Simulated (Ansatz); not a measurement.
What does this script print? It uses the Ansatz DFT code, driven from Python.

Input file `geh3.xyz`:
```text
4

Ge    0.30784   -0.18023   -0.35438
H     0.96674    0.12484    1.00477
H    -0.87201   -1.09091    0.03737
H    -0.40257    1.14629   -0.68776
```

Script `scan_geh3.py`:
```python
# -*- coding: utf-8 -*-
"""Stretching a bond of GeH3, the rest held rigid."""

import ansatz as az
import numpy as np

BASIS = "def2-TZVP"
FUNCTIONAL = "pbe0"

geometry = az.Crystal.molecule_from_extxyz("geh3.xyz")

symbols = [site.symbol for site in geometry.cartesian_sites]
start = np.array([site.position_ang for site in geometry.cartesian_sites])
axis = (start[2] - start[0]) / np.linalg.norm(start[2] - start[0])
moving = [2]
lengths, energies = [1.31, 1.42, 1.54, 1.7, 1.93, 2.31, 2.77, 3.39], []
for length in lengths:
    xyz = start.copy()
    xyz[moving] += (length - np.linalg.norm(start[2] - start[0])) * axis
    point = az.Crystal.molecule()
    for symbol, place in zip(symbols, xyz):
        point = point.atom(symbol, place.tolist())
    calc = point.calculation().basis(gaussian=BASIS).functional(FUNCTIONAL).spin("collinear", total=1)
    summary = calc.run(threads=1, backend="cpu").report
    energies.append(summary["free_energy_ev"])
    print(f"r = {length:6.3f} A  E = {energies[-1]:.5f} eV  <S^2> = {abs(summary['mean_field']['state']['spin_squared']):.3f}")

print("energy above the lowest point (eV):", [round(e - min(energies), 3) for e in energies])
```

```console
$ python scan_geh3.py
r =  1.310 A  E = -56557.50162 eV  <S^2> = 0.752
r =  1.420 A  E = -56558.00711 eV  <S^2> = 0.752
r =  1.540 A  E = -56558.17143 eV  <S^2> = 0.752
r =  1.700 A  E = -56558.02752 eV  <S^2> = 0.752
r =  1.930 A  E = -56557.48304 eV  <S^2> = 0.752
r =  2.310 A  E = -56556.41767 eV  <S^2> = 0.780
r =  2.770 A  E = -56555.65386 eV  <S^2> = 0.927
r =  3.390 A  E = -56555.42356 eV  <S^2> = 0.835
energy above the lowest point (eV): [0.67, 0.164, 0.0, 0.144, 0.688, 1.754, 2.518, 2.748]
```

Notes:
- Total energies depend on the basis set; only differences at equal settings carry meaning.
- The rest of the molecule is held rigid at a force-field or estimated start geometry, and the basis set is modest; single-reference methods fail as a bond breaks.
- The run takes the species as open-shell (spin multiplicity 2), which needn't be its ground state.
- The expectation value of S² is noticeably off S(S+1) in at least one run, so that state is spin-contaminated.
- Wall time of the script: 11 s on 1 thread of Arm Neoverse V2 (shared host), peak memory 0.2 GiB.
